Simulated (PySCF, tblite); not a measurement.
**C₆H₁₁FS₂Si: geometry, infrared bands and NMR shifts**

Aim: predict the infrared bands and NMR shifts of C₆H₁₁FS₂Si (`C/C(=C\F)[SiH]1SCCCS1`).

The runs use tblite 0.8.0 and PySCF 2.14.0, with density-fitted response routines of our own; the level of theory stands in each step. All values are computed, except where a source is named. Atoms are numbered from 0 throughout.

## 1. The starting structure

21 atoms, charge 0, multiplicity 1; geometry from: force field or distance geometry start.

Bonds of the start (Å): C0–C1 1.52, C1–C2 1.31, C2–F3 1.34, C1–Si4 1.81, Si4–S5 2.15, S5–C6 1.80, C6–C7 1.49, C7–C8 1.53, C8–S9 1.81, S9–Si4 2.16, C0–H10 1.11, C0–H11 1.11, C0–H12 1.09, C2–H13 1.10, Si4–H14 1.46, C6–H15 1.10, C6–H16 1.13, C7–H17 1.10, C7–H18 1.13, C8–H19 1.11, C8–H20 1.12.

## 2. Geometry optimisation with GFN2-xTB

Job settings and geometry (Å):

```
{"job": {"kind": "relax", "xc": "GFN2-xTB", "basis": "xTB"}, "charge": 0, "multiplicity": 1}
C      3.446300    -0.486600     0.168300
C      2.207200     0.385700     0.152200
C      2.315900     1.625900     0.549000
F      3.434900     2.249500     0.954100
Si     0.642500    -0.359700    -0.377400
S     -0.574200    -1.060600     1.253200
C     -2.327600    -0.991300     0.858700
C     -2.747700     0.238100     0.135800
C     -2.276400     0.253700    -1.316500
S     -0.648700     1.037600    -1.405300
H      3.964400    -0.458900     1.144400
H      3.187100    -1.545500    -0.036200
H      4.163300    -0.165600    -0.592900
H      1.393800     2.229400     0.524000
H      0.926800    -1.427900    -1.335600
H     -2.616900    -1.948600     0.392000
H     -2.868000    -0.978500     1.855000
H     -2.507500     1.164200     0.676400
H     -3.878700     0.227000     0.081400
H     -2.244000    -0.783900    -1.712300
H     -3.001200     0.812800    -1.968700
```

On the command line:

```sh
$ OMP_NUM_THREADS=1 python probes_run.py task.json out
```

This one command runs all jobs of the session in turn.

**Question.** This job is followed by: GFN2-xTB harmonic vibrations, gas phase; GIAO PBE0/pcSseg-1 NMR shielding, non-relativistic, gas phase. Predict these results of the whole session: strongest single infrared mode (GFN2-xTB); zero-point energy (GFN2-xTB); 13C shifts against TMS (PBE0/pcSseg-1, means over atoms taken as alike); 1H shifts against TMS (PBE0/pcSseg-1, means over atoms taken as alike); 19F shifts against CFCl3 (PBE0/pcSseg-1); 29Si shifts against TMS (PBE0/pcSseg-1); 33S shifts against CS2 (PBE0/pcSseg-1, means over atoms taken as alike); surface potential, 1st and 99th percentile.

**Answer**, as computed:

| quantity | value |
| --- | --- |
| strongest single infrared mode (GFN2-xTB) | 1090 cm⁻¹, 238 km/mol |
| zero-point energy (GFN2-xTB) | 98.7 kcal/mol |
| 13C shifts against TMS (PBE0/pcSseg-1, means over atoms taken as alike) | 163.5, 113.4, 34.6, 32.5, 11.5 ppm |
| 1H shifts against TMS (PBE0/pcSseg-1, means over atoms taken as alike) | 6.67, 6.12, 2.96, 2.65, 2.15, 1.87, 1.87 ppm |
| 19F shifts against CFCl3 (PBE0/pcSseg-1) | -100.1 ppm |
| 29Si shifts against TMS (PBE0/pcSseg-1) | -4.2 ppm |
| 33S shifts against CS2 (PBE0/pcSseg-1, means over atoms taken as alike) | -110 ppm |
| surface potential, 1st and 99th percentile | -0.95 V and 1.06 V |

In words: Over 188 steps the energy fell by 0.586 eV; of the close pairs, C1–Si4 changed most, 1.812 to 1.866 Å. No mode is imaginary among the 57: a minimum at this level. The strongest single mode, at 1090 cm⁻¹, moves mainly C2 and F3. Unscaled tight-binding wavenumbers are off by several per cent, some by more. Its intensities can rank the bands wrongly. H13 (hydrogen on an alkene CH) lies farthest downfield among hydrogen, at 6.67 ppm; attached to an sp2 carbon and in the plane of the double bond. At PBE0/pcSseg-1: The widest tensor belongs to F3: span 288 ppm, with a paramagnetic part of -198 ppm.
